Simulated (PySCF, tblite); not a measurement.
# C₈H₁₂O₂: geometry, infrared bands and NMR shifts

Aim: predict the infrared bands and NMR shifts of C₈H₁₂O₂ (`C=C(C#CC)COCOC`).

Computed with tblite 0.8.0 and PySCF 2.14.0, with density-fitted response routines of our own, on a single molecule in the gas phase. Atoms are numbered from 0 throughout.

## (1) The starting structure

22 atoms, charge 0, multiplicity 1; geometry from: force field or distance geometry start.

Bonds of the start (Å): C0–C1 1.34, C1–C2 1.42, C2–C3 1.21, C3–C4 1.46, C1–C5 1.52, C5–O6 1.43, O6–C7 1.43, C7–O8 1.41, O8–C9 1.42, C0–H10 1.07, C0–H11 1.09, C4–H12 1.10, C4–H13 1.09, C4–H14 1.10, C5–H15 1.11, C5–H16 1.10, C7–H17 1.09, C7–H18 1.10, C9–H19 1.10, C9–H20 1.10, C9–H21 1.09.

## (2) Optimising the geometry with GFN2-xTB

What the job is given:

```
{"job": {"kind": "relax", "xc": "GFN2-xTB", "basis": "xTB"}, "charge": 0, "multiplicity": 1}
C     -0.449600    -1.070700    -1.899200
C     -0.760400    -0.543700    -0.704900
C     -2.113600    -0.240000    -0.413700
C     -3.271100     0.034600    -0.188600
C     -4.669400     0.345900     0.112300
C      0.259900    -0.271400     0.387200
O      1.581100    -0.645400    -0.024900
C      2.537700    -0.430500     1.017400
O      2.740500     0.940000     1.300900
C      3.371400     1.614200     0.227400
H      0.558900    -1.325600    -2.167900
H     -1.227100    -1.253300    -2.644700
H     -5.141900    -0.444000     0.705500
H     -4.742000     1.281200     0.666100
H     -5.241300     0.470800    -0.820200
H     -0.010500    -0.836500     1.300800
H      0.252000     0.803200     0.629700
H      3.477800    -0.902600     0.714000
H      2.205100    -0.933700     1.937200
H      4.359900     1.172900     0.025100
H      3.519100     2.666300     0.515400
H      2.753100     1.592600    -0.675700
```

Started as:

```console
$ OMP_NUM_THREADS=1 python probes_run.py task.json out
```

This one command runs all jobs of the session in turn.

**Question.** This job is followed by: GFN2-xTB harmonic vibrations, gas phase; GIAO PBE0/pcSseg-1 NMR shielding, non-relativistic, gas phase. What will the session give for the following? strongest single infrared mode (GFN2-xTB); zero-point energy (GFN2-xTB); ¹³C shifts against TMS (PBE0/pcSseg-1); ¹H shifts against TMS (PBE0/pcSseg-1, means over atoms taken as alike); ¹⁷O shifts against H2O (PBE0/pcSseg-1); surface potential, 1st and 99th percentile.

The runs gave:

| quantity | value |
| --- | --- |
| strongest single infrared mode (GFN2-xTB) | 1059 cm⁻¹, 251 km/mol |
| zero-point energy (GFN2-xTB) | 111.7 kcal/mol |
| ¹³C shifts against TMS (PBE0/pcSseg-1) | 135.0, 126.8, 99.6, 96.2, 84.4, 73.4, 56.4, 5.6 ppm |
| ¹H shifts against TMS (PBE0/pcSseg-1, means over atoms taken as alike) | 6.03, 5.87, 4.95, 4.13, 3.49, 2.16 ppm |
| ¹⁷O shifts against H2O (PBE0/pcSseg-1) | 67.5, 51.0 ppm |
| surface potential, 1st and 99th percentile | -1.31 V and 0.85 V |

In words: The optimisation took 64 steps and gained 0.119 eV; among the close pairs (by a distance rule), O6–C7 changed most, from 1.431 to 1.390 Å. No mode is imaginary among the 60: a minimum at this level. The strongest single mode, at 1059 cm⁻¹, is spread over many atoms; the largest shares are those of C7, O6. Unscaled tight-binding wavenumbers are off by several per cent, some by more. Its intensities can rank the bands wrongly. C1 (fully substituted alkene carbon) lies farthest downfield among carbon, at 135.0 ppm; an sp2 carbon of a C=C bond. At PBE0/pcSseg-1: Shielding is most anisotropic at C2 (span 271 ppm, paramagnetic term -148 ppm). At PBE0/pcSseg-1, counted by nearest atom on the grid, the HOMO lies on C0, C3 about 26 % each; C1, C2 about 16 % each, the LUMO on C0, C1 about 24 % each; C3 17 %.
